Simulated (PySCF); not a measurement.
# C8H18Cl2Si: the cost of one run

Computed with PySCF 2.14.0, with density-fitted response routines of our own, on a single molecule in the gas phase. Atoms are numbered from 0 throughout.

## 1. The starting structure

29 atoms, charge 0, multiplicity 1; geometry from: GFN2-xTB.

Bonds of the start (Å): C0–Si1 1.91, Si1–C2 1.91, Si1–C3 1.91, C3–C4 1.53, C4–C5 1.52, C5–Cl6 1.79, Si1–C7 1.92, C7–C8 1.53, C8–C9 1.52, C9–Cl10 1.79, C0–H11 1.09, C0–H12 1.09, C0–H13 1.09, C2–H14 1.09, C2–H15 1.09, C2–H16 1.09, C3–H17 1.09, C3–H18 1.09, C4–H19 1.09, C4–H20 1.09, C5–H21 1.09, C5–H22 1.09, C7–H23 1.09, C7–H24 1.09, C8–H25 1.09, C8–H26 1.09, C9–H27 1.09, C9–H28 1.09.

## 2. Geometry optimisation at PBE0-D3(BJ)/def2-SVP

What the job is given:

```
{"job": {"xc": "PBE0", "basis": "def2-SVP", "d3": "d3bj", "grid": 1, "kind": "geom"}, "charge": 0, "multiplicity": 1}
C     -0.248650    -3.354410    -0.937640
Si     0.406750    -1.977080     0.208260
C      1.482170    -2.732060     1.591260
C      1.425380    -0.752430    -0.843210
C      1.889370     0.484740    -0.080430
C      2.598700     1.482250    -0.982490
Cl     1.465190     2.175550    -2.176420
C     -1.059270    -1.054050     1.037200
C     -1.931910    -0.274850     0.057890
C     -3.007300     0.533860     0.765980
Cl    -2.278600     1.837970     1.745410
H      0.567090    -3.953820    -1.329410
H     -0.920990    -4.024120    -0.410740
H     -0.788470    -2.945580    -1.786230
H      1.787340    -1.983060     2.315510
H      2.381720    -3.183430     1.184750
H      0.944720    -3.505740     2.130480
H      2.300020    -1.259000    -1.254900
H      0.831100    -0.427170    -1.698030
H      1.038640     0.978310     0.390730
H      2.586560     0.193840     0.708230
H      3.396860     1.006180    -1.552750
H      2.998890     2.322870    -0.415450
H     -0.671960    -0.358030     1.782350
H     -1.687600    -1.762790     1.579400
H     -2.430060    -0.966070    -0.625300
H     -1.318140     0.400840    -0.538840
H     -3.583430    -0.085620     1.453890
H     -3.676520     1.020660     0.056390
```

**Question.** How long does this first job take on 8 threads of Arm Neoverse V1, shared host?

About 4 min.
